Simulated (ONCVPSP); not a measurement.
# Hafnium: generating and testing an ONCV potential

Aim: build the potential from the settings below, then test how well it stands in for the atom: other configurations, scattering, ghost states and the plane-wave cutoff that it needs.

The numbers are computed with ONCVPSP 4.0.1 (PBE, scalar-relativistic, spin-unpolarised reference atom).

### 1 Settings

Typed settings, in words:

```json
{
 "element": "hafnium (Hf, Z = 72)",
 "type": "optimised norm-conserving Vanderbilt (ONCV)",
 "frozen core": "[Kr] 4d10",
 "valence charge": "26",
 "reference configuration": "4f14 5s2 5p6 5d2 6s2",
 "partial waves": "5s+6s: rc 1.60 bohr, ncon 4, nbas 7, qcut 6 1/bohr, 2 projectors; 5p: rc 2.25 bohr, ncon 4, nbas 8, qcut 6.6 1/bohr, 1 projector; 5d: rc 2.20 bohr, ncon 4, nbas 8, qcut 3.8 1/bohr, 2 projectors, debl 1.1 Ha; 4f: rc 1.10 bohr, ncon 4, nbas 8, qcut 13.7 1/bohr, 2 projectors, debl 0.8 Ha",
 "local potential": "polynomial inside 0.95 bohr (lpopt 5, dvloc0 3 Ha)",
 "core correction": "polynomial model core, fcfact 0.35"
}
```

### 2 Generation

Input file Hf.dat:

```
# ATOM AND REFERENCE CONFIGURATION
# atsym  z   nc   nv     iexc    psfile
  Hf 72.00    9    5        4      upf
#
#   n    l    f
    1    0    2.00
    2    0    2.00
    2    1    6.00
    3    0    2.00
    3    1    6.00
    3    2   10.00
    4    0    2.00
    4    1    6.00
    4    2   10.00
    4    3   14.00
    5    0    2.00
    5    1    6.00
    5    2    2.00
    6    0    2.00
#
# PSEUDOPOTENTIAL AND OPTIMIZATION
# lmax
    3
#
#   l,   rc,      ep,       ncon, nbas, qcut
    0    1.60    0.00    4    7    6.00
    1    2.25    0.00    4    8    6.60
    2    2.20    0.00    4    8    3.80
    3    1.10    0.00    4    8   13.70
#
# LOCAL POTENTIAL
# lloc, lpopt,  rc(5),   dvloc0
    4    5    0.95    3.00
#
# VANDERBILT-KLEINMAN-BYLANDER PROJECTORs
# l, nproj, debl
    0    2    2.80
    1    1    0.70
    2    2    1.10
    3    2    0.80
#
# MODEL CORE CHARGE
# icmod, fcfact, rcfact
    1    0.35    0.00
#
# LOG DERIVATIVE ANALYSIS
# epsh1, epsh2, depsh
   -4.00    5.00    0.02
#
# OUTPUT GRID
# rlmax, drl
    6.00    0.01
#
# TEST CONFIGURATIONS
# ncnf
    4
# nvcnf
#   n    l    f
    5
    4    3   14.00
    5    0    2.00
    5    1    6.00
    5    2    2.00
    6    0    1.00
#
    5
    4    3   14.00
    5    0    2.00
    5    1    6.00
    5    2    2.00
    6    0    0.00
#
    5
    4    3   14.00
    5    0    2.00
    5    1    6.00
    5    2    1.00
    6    0    0.00
#
    5
    4    3   13.00
    5    0    2.00
    5    1    6.00
    5    2    3.00
    6    0    1.00
#
```

Started as:

```
$ oncvpsp.x < Hf.dat > Hf.out
```

Q: Predict the outcome of this session. Wanted: cutoffs for 1 and 0.1 mHa per electron, occupied waves; bound ghosts; GHOST(+) flags; largest test error; largest phase difference near zero energy, channels read; rms error of d²Exc/dn², without and with the model core.

As calculated:

```
                                                quantity                                                 value
  cutoffs for 1 and 0.1 mHa per electron, occupied waves                                      96 Ha and 220 Ha
                                            bound ghosts                                        s at -13.55 eV
                                          GHOST(+) flags                                           d at 205 eV
                            largest test error (AE − PS)  +299 meV, for 4f13 5s2 5p6 5d3 6s1 (1 test unsolved)
largest phase difference near zero energy, channels read                                             0.518 rad
 rms error of d²Exc/dn², without and with the model core                                     4.02 and 1.56 mHa
```

In words: A bound ghost (s) makes it unfit for use: electrons can fall into a state that the atom doesn't have. By total energies transferability is poor: the largest error is 299 meV on 25.9 eV, for 4f13 5s2 5p6 5d3 6s1. Of the tests 1 gave no usable energy difference, which is a warning in itself. By its cutoff, 96 Ha for the looser tolerance, it is very hard. At the looser tolerance the 4f wave is the slowest; 5d needs 28 Ha. Near zero energy the largest phase difference among the channels read is 0.52 rad, in the p channel. The pseudo curves have a pole with no partner nearby in the atom's: s at -0.50 Ha. The program also flags highly localised states, GHOST(+) (d). All of this concerns the isolated atom, not yet a solid.
